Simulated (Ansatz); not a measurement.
# F₄HOTa: small, medium and large basis sets

An exercise on one series of results from a longer session: the logs are not shown, and one member is left open.

Computed with Ansatz 0.2.0, Gaussian basis. Level: one geometry, several basis sets.

Plan: PBE0-D4/def2-SVP; ωB97M-V/def2-SVP; PBE0-D4/def2-QZVPP; ωB97M-V/def2-QZVPP; the functionals' def2-TZVPP values are taken from earlier runs.

## The geometry

The geometry comes from an earlier relaxation with PBE0-D4 in a triple-zeta def2 set; it is a stationary point, not always the lowest conformer. Ta takes the def2 core potential; no spin-orbit term is included.

SMILES `[OH][Ta]([F])([F])([F])[F]`, 7 atoms, charge 0, spin multiplicity 1.

Atoms are counted from 1 here; the program's logs count them from 0.

Bond lengths: O1–Ta2 1.869 Å, O1–H7 0.953 Å, Ta2–F3 1.858 Å, Ta2–F4 1.857 Å, Ta2–F5 1.857 Å, Ta2–F6 1.884 Å. Angles: Ta2–O1–H7 178.9°, O1–Ta2–F3 91.7°, O1–Ta2–F4 92.0°, O1–Ta2–F5 91.9°, O1–Ta2–F6 179.7°, F3–Ta2–F4 120.0°, F3–Ta2–F5 120.0°, F3–Ta2–F6 88.0°, F4–Ta2–F5 119.7°, F4–Ta2–F6 88.2°, F5–Ta2–F6 88.2°.

Set-up of the first run:

File in.yaml:

```yaml
crystal:
  periodic: [false, false, false]
  atoms:
    - {symbol: O, position_ang: [0.140808, -1.243147, -0.839420]}
    - {symbol: Ta, position_ang: [-0.027515, 0.301194, 0.199637]}
    - {symbol: F, position_ang: [1.078179, -0.397439, 1.519001]}
    - {symbol: F, position_ang: [-1.868596, 0.092456, 0.326121]}
    - {symbol: F, position_ang: [0.688496, 1.360991, -1.147086]}
    - {symbol: F, position_ang: [-0.190248, 1.854992, 1.253352]}
    - {symbol: H, position_ang: [0.240076, -2.036948, -1.357304]}
basis:
  gaussian: {orbitals: def2-SVP}
hamiltonian: {xc: pbe0, dispersion: d4}
output: {orbitals: {seedname: orbitals}}
```

Started as:

```bash
$ ansatz run in.yaml --threads 4 --pin off --events-out ev --progress --plain --max-ram 10444MiB
```

Among the steps run: PBE0-D4 in def2-SVP; ωB97M-V in def2-SVP; PBE0-D4 in def2-QZVPP; ωB97M-V in def2-QZVPP.

One table of the session follows, with a row left open; its other results are not shown here.

It belongs to the step «Functionals by basis». 

```
functional       basis  HOMO (eV)
   PBE0-D4    def2-SVP     -10.59
   PBE0-D4  def2-TZVPP     -10.65
   PBE0-D4  def2-QZVPP          ?
   ωB97M-V    def2-SVP     -13.03
   ωB97M-V  def2-TZVPP     -13.10
   ωB97M-V  def2-QZVPP     -13.14
```

**Question.** Estimate the row for PBE0-D4, def2-QZVPP.

As computed: HOMO (eV): -10.68. In the column «HOMO (eV)» it lies between ωB97M-V, def2-SVP (-13.03) and PBE0-D4, def2-TZVPP (-10.65).
